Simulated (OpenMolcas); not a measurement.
# Cr³⁺ among point charges: CASSCF and CASPT2 levels and susceptibility

How does a field of 8 point charges split the states of Cr³⁺, and what χT follows?

Method: state-averaged CASSCF and CASPT2, spin-orbit coupling by RASSI with atomic mean-field integrals. Code: OpenMolcas 26.06.

## Step 1: The atom as given

```
Species                           : Cr³⁺ (chromium, Z = 24, 21 electrons)
Basis                             : ANO-RCC-VDZP [5s4p2d1f], 34 functions
Scalar Hamiltonian                : DKH2, point nucleus
Inactive shells                   : 1s 2s 2p 3s 3p
Active space                      : 3 electrons in 5 orbitals (3d)
Some configurations of this space : 3d³
Orbitals                          : optimised for each spin and parity, averaged over all roots
```

The outer shells:

3d3
```
3d [↑ ][↑ ][↑ ][  ][  ]
```

The ion sits among 8 point charges of -1.6 e arranged as a cube (Oh), 1.94 Å from the ion.

The work runs as a chain of OpenMolcas steps in one folder; each step below is one input file. Labels, J, g values, rates, χT and fits are worked out afterwards by a script from the matrices that RASSI stores. The input lists half of the charges; inversion (Group=XYZ) makes the rest.

## Step 2: One- and two-electron integrals

a.inp reads:

```
&GATEWAY
Coord
1

Cr 0.0 0.0 0.0
Basis=ANO-RCC-VDZP
Group=XYZ
NoMove
AngMom=0.0 0.0 0.0
AMFI
XField
4 Angstrom 0
1.120060 1.120060 1.120060 -1.600000
1.120060 1.120060 -1.120060 -1.600000
1.120060 -1.120060 1.120060 -1.600000
1.120060 -1.120060 -1.120060 -1.600000
&SEWARD
```

Command:

```sh
$ OMP_NUM_THREADS=1 MOLCAS_MEM=1689 MOLCAS_PROJECT=a pymolcas a.inp > a.log
```

## Step 3: CASSCF: quartets of even parity, 10 roots

a.inp reads:

```
&RASSCF
FileOrb=start.orb
Symmetry=1
Spin=4
nActEl=3 0 0
Inactive=3 6
Ras2=5 0
CIRoot=10 10 1
SDav=10
CIMx=300
Iter=120 100
PrWF=0.3
OrbListing=Nothing
MaxOrb=0
>>> COPY $Project.JobIph JOB001
```

start.orb holds the contracted functions of the basis, ordered by shell, or the orbitals of the step before.

## Step 4: Reference wave functions, doublets of even parity, 40 roots

a.inp reads:

```
&RASSCF
FileOrb=start.orb
Symmetry=1
Spin=2
nActEl=3 0 0
Inactive=3 6
Ras2=5 0
CIRoot=40 40 1
SDav=40
CIMx=300
Iter=120 100
PrWF=0.3
OrbListing=Nothing
MaxOrb=0
>>> COPY $Project.JobIph JOB002
```

## Step 5: State interaction with spin-orbit coupling

a.inp reads:

```
&RASSI
NrOfJobIphs=2 10 40
1 2 3 4 5 6 7 8 9 10
1 2 3 4 5 6 7 8 9 10 11 12 13 14 15 16 17 18 19 20 21 22 23 24 25 26 27
28 29 30 31 32 33 34 35 36 37 38 39 40
IphNames
JOB001
JOB002
EJob
SpinOrbit
DIPRint=1.0
SOCoupling=1000.0
Subsets=2
Property=9
'ANGMOM' 1 'ANGMOM' 2 'ANGMOM' 3 'MLTPL  1' 1 'MLTPL  1' 2 'MLTPL  1' 3
'AMFI' 1 'AMFI' 2 'AMFI' 3
SOProperty=3
'ANGMOM' 1 'ANGMOM' 2 'ANGMOM' 3
```

## Step 6: CASPT2: IPEA 0.25, imaginary shift 0.1 (closed shells correlated: 3s 3p)

a.inp reads:

```
>>> COPY JOB001 $Project.JobIph
&CASPT2
Multistate=10 1 2 3 4 5 6 7 8 9 10
NoMult
Frozen=2 3
IPEA=0.25
Imaginary=0.1
MaxIter=60
WThr=0.0 0.3 0.05
PrWF=0.5
NoMix
>>> COPY JOB002 $Project.JobIph
&CASPT2
Multistate=40 1 2 3 4 5 6 7 8 9 10 11 12 13 14 15 16 17 18 19 20 21 22
23 24 25 26 27 28 29 30 31 32 33 34 35 36 37 38 39 40
NoMult
Frozen=2 3
IPEA=0.25
Imaginary=0.1
MaxIter=60
WThr=0.0 0.3 0.05
PrWF=0.5
NoMix
```

(Steps that only read results are left out.)

What does the calculation give? Wanted: spin-free ground state; first state of the same spin within the active space; lowest level; next level.

**Answer**, as computed:

| quantity | value |
| --- | --- |
| method | SS-CASPT2, IPEA 0.25, imaginary shift 0.1 (closed shells correlated: 3s 3p) |
| spin-free ground state | 4T1, 3-fold in its orbital part |
| first state of the same spin within the active space | 4T2 at 3280 cm⁻¹ |
| lowest level | 4-fold Γ8 |
| next level | 45.6 cm⁻¹ |
| χT at 300 K | 1.24 cm³ K/mol |
| effective moment at 300 K | 3.15 μB |

Cost by method:

| method | time of its own steps | time with the reference |
| --- | --- | --- |
| A. CASSCF | 16 s | 16 s |
| B. SS-CASPT2, IPEA 0.25, imaginary shift 0.1, +3s 3p | 5.6 s | 21 s |

Times are of one thread on a shared host.

What this shows: The spin-free ground state (4T1) comes to 99 % from free-ion F terms and keeps the highest spin of the shell. χT at 300 K is 1.24, against 1.88 cm³ K/mol for the spin alone, so spin-orbit coupling lowers it. A ligand-field fit to the states below 45000 cm-1 gives 10Dq = -4731 cm-1, B = 966 cm-1 and C = 3962 cm-1 (C/B = 4.10), with a deviation of 655 cm-1. CASPT2 does not keep the components of a term degenerate, and the means are used. The field of point charges can differ much from that of real complexes. Point charges carry no covalency, so the field is a model and not that of real ligands.
